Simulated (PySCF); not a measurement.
# SiTe with other numerical set-ups

Which parts of the numerical set-up matter for SiTe? Each run edits the base script.

Computed with PySCF 2.14.0. Level: each script names its method and basis.

6 further runs of the same task are left out: 3 for a known fault of the program, 3 that didn't finish.

## (1) The starting structure

SiTe: 2 atoms, charge 0, spin multiplicity 1.

Bond lengths: Si1–Te2 2.800 Å.

## (2) Base script

The input, input.py:

```python
from pyscf import gto, scf, mp

mol = gto.M(
    atom='Si 0 0 0; Te 0 0 2.8',
    basis='x2c-svpall',
    charge=0,
    spin=0,
    verbose=4,
)
mf = scf.UHF(mol)
mf = mf.sfx2c1e()
mf.kernel()
mp.MP2(mf, frozen=23).kernel()
mf.dip_moment()
print('orbital energies (hartree):', [e[max(0, n-3):n+3].round(4) for e, n in zip(mf.mo_energy, mol.nelec)])
```

Started as:

```sh
python input.py
```

## (3) Sto-3g (X2C off)

Run 1 changes basis set: x2c-svpall → sto-3g; spin-free X2C: on → off.

input.py: that of step 2 with these lines changed.

```diff
@@ -4,3 +4,3 @@
     atom='Si 0 0 0; Te 0 0 2.8',
-    basis='x2c-svpall',
+    basis='sto-3g',
     charge=0,
@@ -10,3 +10,2 @@
 mf = scf.UHF(mol)
-mf = mf.sfx2c1e()
 mf.kernel()
```

## (4) Crenbl (core potential on, X2C off)

Run 2 changes basis set: x2c-svpall → crenbl; core potential: off → on; spin-free X2C: on → off; frozen orbitals: 23 → none. The core potential changes with it: totals don't compare.

The input, input.py:

```python
from pyscf import gto, scf, mp

mol = gto.M(
    atom='Si 0 0 0; Te 0 0 2.8',
    basis='crenbl',
    ecp={'Si': 'crenbl', 'Te': 'crenbl'},
    charge=0,
    spin=0,
    verbose=4,
)
mf = scf.UHF(mol)
mf.kernel()
mp.MP2(mf).kernel()
mf.dip_moment()
print('orbital energies (hartree):', [e[max(0, n-3):n+3].round(4) for e, n in zip(mf.mo_energy, mol.nelec)])
```

## (5) Spin-free X2C off

Run 3 changes spin-free X2C: on → off.

input.py: that of step 2 with these lines changed.

```diff
@@ -10,3 +10,2 @@
 mf = scf.UHF(mol)
-mf = mf.sfx2c1e()
 mf.kernel()
```

## (6) Def2-svpd (core potential on, X2C off)

Run 4 changes basis set: x2c-svpall → def2-svpd; core potential: off → on; spin-free X2C: on → off; frozen orbitals: 23 → 9. The core potential changes with it: totals don't compare.

The input, input.py:

```python
from pyscf import gto, scf, mp

mol = gto.M(
    atom='Si 0 0 0; Te 0 0 2.8',
    basis='def2-svpd',
    ecp={'Te': 'def2-svpd'},
    charge=0,
    spin=0,
    verbose=4,
)
mf = scf.UHF(mol)
mf.kernel()
mp.MP2(mf, frozen=9).kernel()
mf.dip_moment()
print('orbital energies (hartree):', [e[max(0, n-3):n+3].round(4) for e, n in zip(mf.mo_energy, mol.nelec)])
```

What does the calculation give? Wanted: for each run, E(SCF); from base; gap; SCF dipole; after the SCF.

**Answer**, as computed:

| run | E(SCF) (hartree) | from base (eV) | cycles | gap (eV) | SCF dipole (D) | functions | after the SCF |
| --- | --- | --- | --- | --- | --- | --- | --- |
| base | -7079.647834 | 0 | 17 | 7.06 | 3.72 | 54 | MP2 correlation -5.666 eV, core frozen |
| sto-3g (X2C off) | -6832.621688 | not comparable | 17 | 7.64 | 7.07 | 36 | MP2 correlation -2.197 eV, core frozen |
| crenbl (core potential on, X2C off) | -98.011658 | not comparable | 15 | 7.01 | 3.96 | 48 | MP2 correlation -8.205 eV |
| spin-free X2C off (poor choice) | -6728.960759 | not comparable | 17 | 7.25 | 5.61 | 54 | MP2 correlation -5.383 eV, core frozen |
| def2-svpd (core potential on, X2C off) | -555.773150 | not comparable | 16 | 7.08 | 4.10 | 59 | MP2 correlation -5.903 eV, core frozen |

What this shows: Rows marked «poor choice» come from settings spoiled on purpose.
